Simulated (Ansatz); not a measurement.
# BLYP/def2-SVP (core potential) run of C2H5InO (SMILES C[C](=O)[InH2])

Aim: the electronic atomisation energy of C2H5InO at BLYP/def2-SVP (core potential), from 5 runs. 

The results are computed with Ansatz 0.2.0.

62 further runs of the same task are left out: 62 set aside as unsound or not needed.

### Step 1. The structure to begin with

The species is C2H5InO (9 atoms), meant as a singlet with charge 0. SMILES: `C[C](=O)[InH2]`. The coordinates come from a PBE0-D4/def2-TZVP relaxation.

Bond lengths: C1–C2 1.499 Å, C2–O3 1.209 Å, C2–In4 2.211 Å, C1–H5 1.093 Å, C1–H6 1.095 Å, C1–H7 1.095 Å, In4–H8 1.725 Å, In4–H9 1.725 Å. Some angles: C1–C2–O3 122.1°, C1–C2–In4 127.4°, O3–C2–In4 110.5°, C2–C1–H5 111.2°, C2–C1–H6 109.2°, C2–C1–H7 109.1°, C2–In4–H8 118.8°, C2–In4–H9 118.8°, H5–C1–H6 110.2°, H5–C1–H7 110.2°.

### Step 2. A single-point energy at BLYP/def2-SVP (core potential)

input.yaml reads:

```yaml
crystal:
  periodic: [false, false, false]
  atoms:
    - {symbol: C, position_ang: [0.344400, 1.188000, -0.839100]}
    - {symbol: C, position_ang: [0.607000, -0.087100, -0.096200]}
    - {symbol: O, position_ang: [1.705800, -0.590300, -0.051600]}
    - {symbol: In, position_ang: [-0.847800, -1.304800, 1.038800]}
    - {symbol: H, position_ang: [1.255300, 1.565500, -1.309800]}
    - {symbol: H, position_ang: [-0.427200, 1.011100, -1.595100]}
    - {symbol: H, position_ang: [-0.058700, 1.931600, -0.144300]}
    - {symbol: H, position_ang: [-1.599800, -2.644700, 0.254600]}
    - {symbol: H, position_ang: [-0.978900, -1.069400, 2.742600]}
basis:
  gaussian:
    orbitals: def2-SVP
hamiltonian:
  xc: {name: BLYP}
accuracy: high
output: {orbitals: {seedname: orbitals}}
```

Run with:

```console
$ ansatz run input.yaml --threads 1 --pin off --max-ram 3480MiB --events-out events.jsonl --progress --plain --runs-dir runs
```

Log:

```text
Warning: RAYON_NUM_THREADS=1 ignored (pool sized by the plan → 1); use --threads N
Functional definition: BLYP
  name "BLYP"
  parameter beta = 0.0042
  parameter a = 0.04918
  parameter b = 0.132
  parameter c = 0.2533
  parameter d = 0.349
  exchange = b88_x(beta = beta)
  correlation = lyp_c(a = a, b = b, c = c, d = d)
2299 factors; integrals over basis functions are off by at most 8.2e-9 eV
mean field evaluation 1: about -9359.3308 eV, gradient 6.3e1 eV
mean field evaluation 2: about -9293.3672 eV, gradient 1.5e2 eV
mean field evaluation 4: about -9368.7589 eV, gradient 8.3e0 eV
mean field evaluation 8: about -9369.0356 eV, gradient 3.4e-1 eV
mean field evaluation 16: about -9369.0317 eV, gradient 3.6e-5 eV
mean field -9369.03170213 eV, -344.3055644955 hartree, gradient 6.7e-8 eV, S^2 0.000000; 0 other end points of the search recorded, 0 dependent functions left out
reference -9369.03176309 eV, -344.3055667358 hartree; 23, 23 occupied and 70, 70 virtual orbitals, 2299 factors
Total energy: -9369.03176309 eV, -344.3055667358 hartree
```

Run time: 7.8 s. Hardware: 1 thread of Arm Neoverse V2, shared host; peak memory 0.27 GiB.

### Step 3. The C atom at the same level

run.yaml reads:

```yaml
basis:
  gaussian:
    orbitals: def2-SVP
crystal:
  periodic: [false, false, false]
  atoms:
    - {symbol: C, position_ang: [0.000000, 0.000000, 0.000000]}
magnetization:
  spin_polarized: true
  initial_magnetization: 2
hamiltonian:
  xc: {name: BLYP}
accuracy: high
```

Run the same way, it converges to -37.80070 Eh (log not shown).

### Step 4. The H atom at the same level

input.yaml reads:

```yaml
crystal:
  periodic: [false, false, false]
  atoms:
    - {symbol: H, position_ang: [0.000000, 0.000000, 0.000000]}
basis:
  gaussian:
    orbitals: def2-SVP
magnetization:
  spin_polarized: true
  initial_magnetization: 1
hamiltonian:
  xc: {name: BLYP}
accuracy: high
```

Run the same way, it converges to -0.49640 Eh (log not shown).

### Step 5. The In atom, same level

molecule.yaml reads:

```yaml
crystal:
  periodic: [false, false, false]
  atoms:
    - symbol: In
      position_ang: [0.000000, 0.000000, 0.000000]
basis:
  gaussian: {orbitals: def2-SVP}
magnetization: {spin_polarized: true, initial_magnetization: 1}
hamiltonian: {xc: {name: BLYP}}
accuracy: high
```

Run the same way, it converges to -190.07504 Eh (log not shown).

### Step 6. The O atom

job.yaml reads:

```yaml
crystal:
  periodic: [false, false, false]
  atoms:
    - {symbol: O, position_ang: [0.000000, 0.000000, 0.000000]}
basis:
  gaussian: {orbitals: def2-SVP}
magnetization: {spin_polarized: true, initial_magnetization: 2}
hamiltonian: {xc: {name: BLYP}}
accuracy: high
```

Run the same way, it converges to -74.98782 Eh (log not shown).

### Step 7. Results

Level: BLYP/def2-SVP (core potential).

| quantity | value |
| --- | --- |
| molecule: total energy | -344.30557 Eh |
| molecule: HOMO energy | -4.84 eV |
| molecule: LUMO energy | -2.33 eV |
| molecule: HOMO–LUMO gap | 2.52 eV |
| C atom: total energy | -37.80070 Eh |
| C atom: ⟨S²⟩ | 2.002 |
| H atom: total energy | -0.49640 Eh |
| H atom: ⟨S²⟩ | 0.750 |
| In atom: total energy | -190.07504 Eh |
| In atom: ⟨S²⟩ | 0.751 |
| O atom: total energy | -74.98782 Eh |
| O atom: ⟨S²⟩ | 2.002 |
| electronic atomisation energy | 31.546 eV |

**Reading.** Taking the molecule apart into free atoms costs 31.55 eV (727 kcal/mol), before zero-point energy and without spin-orbit coupling.
